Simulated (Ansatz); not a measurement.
# CH₆AlBSe: a ladder of functionals and wavefunction methods

One table from this session's results is given with a row withheld; the runs are named, their logs left out.

Method: functionals in def2-TZVPP, the program's frozen cores in correlated methods; program: Ansatz 0.2.0, Gaussian basis.

Levels to be run: PBE-D4, r2SCAN-D4, PBE0-D4, B3LYP-D4, ωB97X-V, ωB97M-V, B2PLYP; CCSD(T)/def2-TZVPP; MP2/def2-QZVPP; extrapolation to the limit.

### The relaxed structure

The geometry comes from an earlier relaxation with PBE0-D4 in a triple-zeta def2 set; it is a stationary point, not always the lowest conformer.

SMILES `B[Se][AlH][CH3]`, 10 atoms, charge 0, spin multiplicity 1.

Atoms are counted from 1 here; the program's logs count them from 0.

Bond lengths: B1–Se2 1.881 Å, B1–H5 1.244 Å, B1–H6 1.188 Å, Se2–Al3 2.380 Å, Al3–C4 1.947 Å, Al3–H7 1.582 Å, C4–H8 1.092 Å, C4–H9 1.095 Å, C4–H10 1.094 Å. Angles: Se2–B1–H5 120.1°, Se2–B1–H6 127.1°, H5–B1–H6 112.9°, B1–Se2–Al3 67.4°, Se2–Al3–C4 118.5°, Se2–Al3–H7 115.8°, C4–Al3–H7 124.7°, Al3–C4–H8 112.2°, Al3–C4–H9 110.1°, Al3–C4–H10 111.5°, H8–C4–H9 107.4°, H8–C4–H10 108.4°, H9–C4–H10 107.0°.

Geometry (Å):

```mol
CH6AlBSe
  3D, bonds by distance, orders not assigned

 10  9  0  0  0  0  0  0  0  0999 V2000
   -0.8151    1.3836   -1.2111 B   0  0
    0.3005    2.3327   -0.0313 Se  0  0
    0.8421    0.0178   -0.1397 Al  0  0
    0.1327   -1.1662    1.2328 C   0  0
   -0.6444    0.1635   -1.3841 H   0  0
   -1.7161    1.8194   -1.8513 H   0  0
    1.9781   -0.3758   -1.1674 H   0  0
   -0.8189   -0.8102    1.6343 H   0  0
    0.8357   -1.2351    2.0697 H   0  0
   -0.0114   -2.1810    0.8510 H   0  0
  1  2  8  0
  2  3  8  0
  3  4  8  0
  1  5  8  0
  1  6  8  0
  3  7  8  0
  4  8  8  0
  4  9  8  0
  4 10  8  0
M  END
```

The first run:

in.yaml

```yaml
crystal:
  periodic: [false, false, false]
  atoms:
    - {symbol: B, position_ang: [-0.815073, 1.383573, -1.211071]}
    - {symbol: Se, position_ang: [0.300475, 2.332729, -0.031332]}
    - {symbol: Al, position_ang: [0.842060, 0.017808, -0.139732]}
    - {symbol: C, position_ang: [0.132681, -1.166185, 1.232796]}
    - {symbol: H, position_ang: [-0.644367, 0.163522, -1.384104]}
    - {symbol: H, position_ang: [-1.716056, 1.819446, -1.851345]}
    - {symbol: H, position_ang: [1.978109, -0.375754, -1.167425]}
    - {symbol: H, position_ang: [-0.818881, -0.810231, 1.634287]}
    - {symbol: H, position_ang: [0.835699, -1.235112, 2.069697]}
    - {symbol: H, position_ang: [-0.011449, -2.180995, 0.851026]}
basis:
  gaussian: {orbitals: def2-TZVPP}
hamiltonian: {xc: pbe, dispersion: d4}
output: {forces: true, orbitals: {seedname: orbitals}}
```

Run with:

```sh
$ ansatz run in.yaml --threads 4 --pin off --events-out ev --progress --plain --max-ram 10444MiB
```

Among the steps run: PBE-D4 (GGA); r2SCAN-D4 (meta-GGA); PBE0-D4 (hybrid); B3LYP-D4 (hybrid); ωB97X-V (range-separated); ωB97M-V (range-separated); B2PLYP (double hybrid); CCSD(T) in def2-TZVPP; MP2 in def2-QZVPP.

One table of the session follows, with a row left open; its other results are not shown here.

It belongs to the step «Atomisation energies». 

```
            method  atomisation energy (kJ/mol)
            PBE-D4                       3341.6
         r2SCAN-D4                            ?
           PBE0-D4                       3316.3
          B3LYP-D4                       3306.7
           ωB97X-V                       3320.2
           ωB97M-V                       3315.9
            B2PLYP                       3273.7
     HF/def2-TZVPP                       2519.2
    MP2/def2-TZVPP                       3269.3
   CCSD/def2-TZVPP                       3196.4
CCSD(T)/def2-TZVPP                       3240.7
           MP2/CBS                       3348.9
       CCSD(T)/CBS                       3320.4
```

Estimate the missing values for r2SCAN-D4.

As computed: atomisation energy (kJ/mol): 3345.3. In the column «atomisation energy (kJ/mol)» it lies between PBE-D4 (3341.6) and MP2/CBS (3348.9).

Limits of these values: Free atoms (1 B, 1 Se, 1 Al, 1 C, 6 H) were run apart at each level; the atomisation energy is their sum less the molecule, without zero-point or spin-orbit terms.
